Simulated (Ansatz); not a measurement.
**BH4OSSi+: an energy map over two coordinates**

How does the energy of BH₄OSSi, SMILES [SH2+][SiH]1BO1, charge +1 change over two coordinates at once? A grid of runs gives the map.

Program: Ansatz 0.2.0. Level of theory: RKS r2SCAN0-D4/def2-SVP. These are calculated values, not measurements.

## 1. The system as given

SMILES `[SH2+][SiH]1BO1`, 8 atoms, charge 1, spin multiplicity 1.

Atoms are counted from 1 here; the program's logs count them from 0.

Bond lengths: S1–Si2 2.380 Å, S1–H5 1.371 Å, S1–H6 1.372 Å, Si2–B3 2.006 Å, Si2–O4 1.839 Å, Si2–H7 1.499 Å, B3–O4 1.312 Å, B3–H8 1.203 Å. Angles: Si2–S1–H5 98.6°, Si2–S1–H6 101.0°, H5–S1–H6 93.8°, S1–Si2–B3 110.0°, S1–Si2–O4 96.3°, S1–Si2–H7 99.2°, B3–Si2–O4 39.6°, B3–Si2–H7 133.8°, O4–Si2–H7 104.0°, Si2–B3–O4 63.3°, Si2–B3–H8 150.6°, O4–B3–H8 146.1°, Si2–O4–B3 77.1°.

Geometry (Å):

```
S    -0.56578    1.38760   -0.93895
Si    0.53401   -0.09150    0.56600
B    -0.43381   -1.84686    0.63131
O     0.29193   -1.61374   -0.43618
H    -1.08488    2.26457   -0.02210
H     0.46637    2.22144   -1.28652
H     1.95467    0.29972    0.29246
H    -1.16250   -2.62122    1.19396
```

This geometry comes from a loose relaxation at PBE in a small basis, which is not shown.

## 3. Setting up the map

First coordinate, umbrella angle at S1 (between each of its bonds and their common axis; 90 is planar): 9 values from 49.3 to 130.7 °. Second coordinate, change of the bonds S1–Si2, S1–H5, S1–H6, all alike: 9 values from −0.185 to 0.286 Å.

Nothing else is relaxed (all other coordinates rigid). Energies count from the relaxed molecule at the same level. Points are written as (first, second).

(The set-up runs are not shown.)

## 4. Point (120.5°, 0.227 Å)

input.yaml

```yaml
crystal:
  periodic: [false, false, false]
  atoms:
    - { symbol: S, position_ang: [-0.554937, 1.375982, -0.920241] }
    - { symbol: Si, position_ang: [0.683086, -0.196576, 0.679065] }
    - { symbol: B, position_ang: [-0.263043, -1.909525, 0.8631] }
    - { symbol: O, position_ang: [0.453472, -1.707105, -0.211597] }
    - { symbol: H, position_ang: [-1.103158, 2.377634, 0.171054] }
    - { symbol: H, position_ang: [0.634373, 2.339686, -1.312902] }
    - { symbol: H, position_ang: [2.070612, 0.266114, 0.490806] }
    - { symbol: H, position_ang: [-0.960424, -2.699087, 1.412478] }
total_charge: 1
basis:
  gaussian: { orbitals: def2-SVP }
hamiltonian:
  xc: { name: r2SCAN0 }
  dispersion: d4
output:
  forces: true
```

Launch:

```console
$ ansatz run input.yaml --threads 1 --pin off --max-ram 2560MiB --backend cpu --events-out ev --progress --plain --runs-dir out
```

The session goes on with these runs: the other points that were computed.

**Question.** What will these runs give? Wanted: lowest point; highest computed point; largest force on an atom.

As calculated:

```
                       quantity                                                                            value
                   lowest point                                                     (120.5°, −0.008 Å), 0.010 eV
         highest computed point                                       (90.0°, 0.286 Å), 2.36 eV above the lowest
largest force on an atom (eV/Å)  0.3 at (120.5°, −0.008 Å) to 10.9 at (49.3°, −0.185 Å); 0.3 at the lowest point
        time for the whole task                                                  15 min on 1 thread, shared host
```

**Reading.** The lowest computed point is at (120.5°, −0.008 Å), 0.010 eV from the relaxed molecule at the same level. The grid is coarse, so the lowest point of the scanned range may lie between grid points; coordinates that were held can hide deeper minima. A higher local minimum lies near (59.5°, −0.008 Å) (0.009 eV above the lowest at that grid point). The highest computed point, (90.0°, 0.286 Å), lies 2.36 eV above the lowest. On the interpolated surface the easiest way out of the lowest well to the well at (59.5°, −0.008 Å) passes a barrier of about 0.62 eV. Round the minimum the two coordinates are nearly uncoupled.
